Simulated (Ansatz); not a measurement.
# C₃H₄F₄O: how energies converge with the basis set

How large a basis does C₃H₄F₄O need? Two functionals are run in growing sets.

The runs use Ansatz 0.2.0, Gaussian basis; one geometry, several basis sets.

Levels to be run: PBE0-D4/def2-SVP; ωB97M-V/def2-SVP; PBE0-D4/def2-QZVPP; ωB97M-V/def2-QZVPP; the functionals' def2-TZVPP values are taken from earlier runs.

### 1 The relaxed structure

An earlier PBE0-D4 in a triple-zeta def2 set relaxation fixed the geometry.

SMILES `FCC(F)OC(F)F`, 12 atoms, charge 0, spin multiplicity 1.

Atoms are counted from 1 here; the program's logs count them from 0.

Bond lengths: F1–C2 1.371 Å, C2–C3 1.509 Å, C2–H9 1.092 Å, C2–H10 1.093 Å, C3–F4 1.377 Å, C3–O5 1.384 Å, C3–H11 1.095 Å, O5–C6 1.370 Å, C6–F7 1.351 Å, C6–F8 1.331 Å, C6–H12 1.094 Å. Angles: F1–C2–C3 109.4°, F1–C2–H9 109.2°, F1–C2–H10 109.4°, C3–C2–H9 109.1°, C3–C2–H10 109.6°, H9–C2–H10 110.2°, C2–C3–F4 107.8°, C2–C3–O5 108.6°, C2–C3–H11 111.9°, F4–C3–O5 109.5°, F4–C3–H11 107.6°, O5–C3–H11 111.4°, C3–O5–C6 115.6°, O5–C6–F7 110.3°, O5–C6–F8 106.6°, O5–C6–H12 113.3°, F7–C6–F8 108.1°, F7–C6–H12 108.3° and more.

### 2 PBE0-D4 in def2-SVP

File in.yaml:

```yaml
crystal:
  periodic: [false, false, false]
  atoms:
    - {symbol: F, position_ang: [-1.949308, -1.141727, 0.879040]}
    - {symbol: C, position_ang: [-0.634990, -1.101206, 1.266284]}
    - {symbol: C, position_ang: [0.051884, 0.059412, 0.589646]}
    - {symbol: F, position_ang: [1.290996, 0.212347, 1.171317]}
    - {symbol: O, position_ang: [0.205677, -0.239435, -0.752441]}
    - {symbol: C, position_ang: [0.560398, 0.812445, -1.555815]}
    - {symbol: F, position_ang: [-0.467412, 1.682272, -1.670941]}
    - {symbol: F, position_ang: [0.809610, 0.304446, -2.760612]}
    - {symbol: H, position_ang: [-0.583711, -0.964190, 2.348929]}
    - {symbol: H, position_ang: [-0.143814, -2.034839, 0.980219]}
    - {symbol: H, position_ang: [-0.497750, 0.995936, 0.729378]}
    - {symbol: H, position_ang: [1.435223, 1.359338, -1.190903]}
basis:
  gaussian: {orbitals: def2-SVP}
hamiltonian: {xc: pbe0, dispersion: d4}
output: {orbitals: {seedname: orbitals}}
```

Run with:

```sh
$ ansatz run in.yaml --threads 4 --pin off --events-out ev --progress --plain --max-ram 11315MiB
```

The runs that follow: ωB97M-V in def2-SVP; PBE0-D4 in def2-QZVPP; ωB97M-V in def2-QZVPP.

Q: Predict the results of all the runs planned. Wanted: PBE0-D4: double and triple zeta above quadruple; ωB97M-V: double and triple zeta above quadruple.

The runs gave:

| quantity | value |
| --- | --- |
| PBE0-D4: double and triple zeta above quadruple | 20.09, 0.83 eV |
| ωB97M-V: double and triple zeta above quadruple | 20.51, 0.79 eV |

In words: For PBE0-D4 the step from double to triple zeta gains 19.26 eV and the next only 0.83 eV. Total energies overstate the basis error of differences, where much of it tends to cancel. The LUMO of ωB97M-V is positive and keeps falling with the basis (3.69 to 2.05 eV): an unbound level that the basis holds in place.
